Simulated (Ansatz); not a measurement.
# CdS (P6_3mc): exact exchange against the cheap answer

The task here is to estimate one member of a computed series from the others.

Computed with Ansatz 0.2.0 (DFT at several levels, plane waves, PAW, unless a step's input says otherwise).

2 further runs of the same task are left out: 2 set aside as unsound or not needed. Runs told in other sessions of the task aren't counted.

## The starting structure

It takes space group P6_3mc (No. 186, hexagonal). The conventional cell has a = 4.144 Å, b = 4.144 Å, c = 6.719 Å, α = 90.00°, β = 90.00°, γ = 120.00°. Cd (site symmetry 3m) is surrounded by 4 S at 2.53 Å. S (site symmetry 3m) is surrounded by 4 Cd at 2.53 Å.

As a file:

```
CELL_PARAMETERS angstrom
4.14399 0.00000 0.00000
-2.07199 3.58880 0.00000
0.00000 0.00000 6.71911
ATOMIC_POSITIONS crystal
Cd 0.33333 0.66667 0.00389
Cd 0.66667 0.33333 0.50389
S 0.33333 0.66667 0.38111
S 0.66667 0.33333 0.88111
```

An earlier run on this cell at PBE gave 2.42 GPa at 24.982 Å³/atom (6×6×4 mesh), gap on the mesh 1.21 eV.

The cell stays fixed from here on.

Levels to run, all on a 4×4×2 mesh: PBE; PBE0 form (fraction 1/ε∞); PBE0; HSE06 form (fraction 0.1). Hardware: 4 threads of Arm Neoverse V1, shared host.

Set-up of the first run:

Input file input.yaml:

```yaml
crystal:
  lattice:
    - [4.1439852007, 0.0, 0.0]
    - [-2.0719926003, 3.5887964567, 0.0]
    - [0.0, 0.0, 6.7191125289]
  atoms:
    - { symbol: Cd, position: [0.3333333333, 0.6666666667, 0.0038915077] }
    - { symbol: Cd, position: [0.6666666667, 0.3333333333, 0.5038915077] }
    - { symbol: S, position: [0.3333333333, 0.6666666667, 0.3811084923] }
    - { symbol: S, position: [0.6666666667, 0.3333333333, 0.8811084923] }
basis:
  ecutwfc: 420
  ecutrho_ratio: 4
kpoints:
  mp_grid: { grid: [4, 4, 2] }
hamiltonian:
  xc: pbe
scf:
  occupations: { method: gaussian, width: 0.05 }
output:
  forces: true
  stress: true
  eigenvalues: true
  populations: true
  write_density: true
  write_potential: true
  elf: true
  volumetric_format: npy
```

Started as:

```bash
> ansatz run input.yaml --threads 4 --pin off --max-ram 8192MiB --backend cpu --events-out ev --progress --plain --runs-dir out
```

Among the steps run: PBE; PBE0 form (fraction 1/ε∞); PBE0; HSE06 form (fraction 0.1).

One of the session's tables, all rows but one given; the rest of the session is left out.

It belongs to the step «The sweep». 

```
                    level  gap on the mesh (eV)  pressure (GPa)
                      PBE                  1.21             2.5
PBE0 form (fraction 1/ε∞)                     ?               ?
                     PBE0                  2.92             1.2
HSE06 form (fraction 0.1)                  1.61             2.0
```

Q: Estimate the row for PBE0 form (fraction 1/ε∞) from the others.

**Answer.** gap on the mesh (eV): 2.33; pressure (GPa): 1.6. In the column «gap on the mesh (eV)» it lies between HSE06 form (fraction 0.1) (1.61) and PBE0 (2.92).

Caveats from the session: Gaps are over this coarse mesh alone, and total energies of different levels can't be compared. The program warned that the SCF threshold is loose for the stress of this hybrid run. Warnings in the runs' records: stress scf threshold loose, stress exchange threshold loose.
